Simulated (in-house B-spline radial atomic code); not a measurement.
**Ca: density, ELF and screening along the radius**

An exercise on one series of results from a longer session: the logs are not shown, and one member is left open.

Method: several methods, spin-polarised, as named in each step; spherical all-electron atom at the radial basis limit. Code: in-house B-spline radial atomic code version 1.

## Starting point

* element: calcium (Z = 20)
* charge: 0
* electrons: 20
* configuration: [Ar] 4s2
* nucleus: point (non-relativistic runs) or finite (X2C runs)

Outer shells as boxes (Hund's rule):

[Ar] 4s2
```
[Ar] core
4s [↑↓]
```

Where spins are not typed, each open shell is filled with up spins first.

The first run:

The run's settings:

```ini
Z = 20
electrons = 20.0
configuration = [Ar] 4s2
hamiltonian = x2c
method = hf
spin_polarised = True
nucleus = fermi
rms_radius = 3.4776
mass_number = 40
atomic_mass = 39.96259085
speed_of_light = 137.035999084
```

Command:

```
> python run_scf.py task.json out
```

The settings of every run stand in task.json; they run in order.

Steps of the session up to this table: Hartree-Fock, X2C, [Ar] 4s2; PBE0, X2C, [Ar] 4s2; BP86, X2C, [Ar] 4s2.

One table of the session follows, with a row left open; its other results are not shown here.

The record's radial tables, every 4th point:

| r (bohr) | 4πr²n (1/bohr) | screened charge r·V (e) |
| --- | --- | --- |
| 0.0114 | 5.919 | 19.09 |
| 0.0258 | 16.42 | 18.03 |
| 0.0581 | 23.36 | 16.11 |
| 0.131 | 17.17 | 13.04 |
| 0.295 | 23.55 | 8.751 |
| 0.664 | ? | ? |
| 1.50 | 4.576 | 1.541 |
| 3.37 | 0.6574 | 0.3348 |
| 7.60 | 0.04350 | 0.004920 |

Estimate the missing values for r (bohr) = 0.664.

Worked estimate for «4πr²n (1/bohr)». A straight line through the neighbours (0.295, 23.55) and (1.50, 4.576) gives 23.55 + (4.576 − 23.55) × (0.664 − 0.295) / (1.50 − 0.295) = 17.740; a parabola fitted to 4 rows on both sides gives 13.873.

The run gave: 4πr²n (1/bohr): 6.031; screened charge r·V (e): 4.862. In «4πr²n (1/bohr)» the line misses by +11.709 and the parabola by +7.842. The values bend between the rows more than so simple an estimate can follow.
